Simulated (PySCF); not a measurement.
**A gas-phase reaction: H5NSi + AlCl3 → AlCl2H4NSi + ClH**

What reaction energy should one expect for `N[SiH3]` + `[Cl][Al]([Cl])[Cl]` → `[SiH3][NH][Al]([Cl])[Cl]` + `Cl`?

Programs: PySCF 2.14.0. All values are calculated, for the isolated system unless a continuum is named. Atoms count from 0, parts from 1.

## Step 1: Starting point

Each species was relaxed by itself at PBE0-D3(BJ)/def2-SVPD.

## Step 2: Energies of the species: wB97M-D3(BJ)/def2-TZVPD

What the job is given:

```
{"job": {"kind": "react", "xc": "wB97M-D3(BJ)", "basis": "def2-TZVPD"}, "charge": 0, "multiplicity": 1}
-1 H5NSi charge 0 multiplicity 1
Si     0.263500    -0.268780    -0.556220
N     -0.456900     0.551630     0.797280
H      1.324790     0.620540    -1.112080
H      0.897360    -1.593320    -0.248240
H     -0.809310    -0.506090    -1.565630
H     -1.320780     0.212700     1.199260
H      0.126590     0.979140     1.504120

-1 AlCl3 charge 0 multiplicity 1
Cl    -1.180440     0.858620     1.472700
Al     0.019170    -0.004720     0.000140
Cl    -0.846350    -1.169090    -1.499210
Cl     2.083620     0.295150     0.027650

+1 AlCl2H4NSi charge 0 multiplicity 1
Si    -0.092740    -0.060820    -1.481700
N     -0.496710     0.375500     0.168900
Al     0.292720    -0.065800     1.689150
Cl     1.986160    -1.298300     1.717280
Cl    -0.467230     0.654290     3.508310
H      0.255360     1.147980    -2.288490
H     -1.242010    -0.745570    -2.147230
H      1.077670    -0.979500    -1.424550
H     -1.311310     0.977600     0.260410

+1 ClH charge 0 multiplicity 1
Cl     0.644600    -0.012080    -0.000760
H     -0.643370     0.013200     0.002010
```

Level: wB97M-D3(BJ)/def2-TZVPD reaction energy of separated species, gas phase.

The run is started by

```bash
OMP_NUM_THREADS=1 python cluster_run.py task.json out
```

The driver reads the jobs from task.json and runs them one after another.

**Question.** The jobs that follow are: PBE0-D3(BJ)/def2-TZVPD reaction energy of separated species, gas phase. Predict: reaction energy (wB97M-D3(BJ)/def2-TZVPD); ΔH, ΔG at 298 K (xTB thermal terms). Thermal terms come from harmonic xTB runs on each species.

**Answer**, as computed:

```
                                                quantity                    value
               reaction energy (wB97M-D3(BJ)/def2-TZVPD)           11.57 kcal/mol
                     ΔH, ΔG at 298 K (xTB thermal terms)      +8.9, +9.2 kcal/mol
range of the reaction energy over the runs of this table  11.57 to 12.00 kcal/mol
```

The reaction is endothermic by 8.9 kcal/mol in the gas phase; dispersion gives -0.77, and xTB itself gave 21.41 for the electronic energy (xTB energies and thermal terms come from the earlier relaxation of each species, not shown). No barrier was sought. The reaction energy runs from 11.57 (wB97M-D3(BJ)/def2-TZVPD) to 12.00 kcal/mol (PBE0-D3(BJ)/def2-TZVPD).
